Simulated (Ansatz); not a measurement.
Turn this script for Ansatz's Python interface into the input file that the command-line program reads.

Script `aln.py`:
```python
"""Projected density of states of AlN."""

import ansatz as az
import numpy as np

lattice = az.Lattice.of(
    (0.0, 2.18399, 2.18399),
    (2.18399, 0.0, 2.18399),
    (2.18399, 2.18399, 0.0),
)
sites = [
    ("Al", (0.0, 0.0, 0.0)),
    ("N", (0.75, 0.75, 0.75)),
]
structure = az.Crystal(lattice=lattice)
for symbol, position in sites:
    structure = structure.atom(symbol, position)

calc = (
    structure.calculation()
    .functional("lda")
    .basis(550)
    .kpoints(8, 8, 8)
    .occupations("fixed")
    .scf(extra_bands=10)
    .density_of_states(projected=True, method="smearing", broadening_width=0.15, energy_step=0.1)
)
outcome = calc.run(threads=1, backend="cpu")
data = outcome.report

dos = outcome.density_of_states()
energy = np.asarray(dos.energies_ev) - dos.fermi_ev
curves = {}
for site in outcome.projected_density_of_states().sites:
    for shell in site.shells:
        weight = sum(np.sum(curve.g_bin_mean_per_ev, axis=0) for curve in shell.curves)
        name = f"{site.species} {shell.label}"
        curves[name] = curves.get(name, 0) + weight

print("E-EF   " + " ".join(f"{name:>8s}" for name in curves))
for e in np.arange(-8, 4 + 0.1, 1.0):
    print(f"{e:5.1f}  " + " ".join(f"{np.interp(e, energy, g):8.3f}" for g in curves.values()))
```

```console
$ python aln.py
E-EF      Al 3S    Al 3P     N 2S     N 2P
 -8.0     0.000    0.000    0.000    0.000
 -7.0     0.000    0.000    0.000    0.000
 -6.0     0.007    0.009    0.000    0.021
 -5.0     0.077    0.106    0.010    0.309
 -4.0     0.060    0.060    0.059    0.333
 -3.0     0.053    0.094    0.015    0.440
 -2.0     0.051    0.167    0.012    0.804
 -1.0     0.023    0.199    0.014    1.483
  0.0     0.000    0.010    0.000    0.406
  1.0     0.000    0.000    0.000    0.000
  2.0     0.000    0.000    0.000    0.000
  3.0     0.000    0.003    0.001    0.000
  4.0     0.002    0.173    0.049    0.023
```

`input.yaml`:
```yaml
crystal:
  lattice:
    - [0.0, 2.18399, 2.18399]
    - [2.18399, 0.0, 2.18399]
    - [2.18399, 2.18399, 0.0]
  atoms:
    - { symbol: Al, position: [0.0, 0.0, 0.0] }
    - { symbol: "N", position: [0.75, 0.75, 0.75] }
basis:
  ecutwfc: 550.0
kpoints:
  mp_grid:
    grid: [8, 8, 8]
hamiltonian:
  xc: lda
scf:
  n_extra_bands: 10
  occupations:
    method: fixed
output:
  dos:
    de: 0.1
    method:
      smearing:
        sigma: 0.15
    projected: true
```

Semilocal gaps usually lie well under measured ones. With fixed filling the reported Fermi level is the top filled level among the k-points of the SCF. The crystal has a gap of about 3.24 eV on the mesh; density of states inside it is the tail of the broadening. This cell is a computed structure, which may not be the phase found in nature. Curves are summed over the cell's atoms. Only shells that the potentials hold have channels, so projections don't add up to the total, least of all where a shell is missing (p of most metals); heights and places of peaks move with the mesh. The density of states is complete only as far up as bands were computed. Wall time of the script: 1.9 s on 1 thread of Arm Neoverse V1 (shared host), peak memory 0.32 GiB.

(Lines on the test bed's own set-up are left out of the output.)
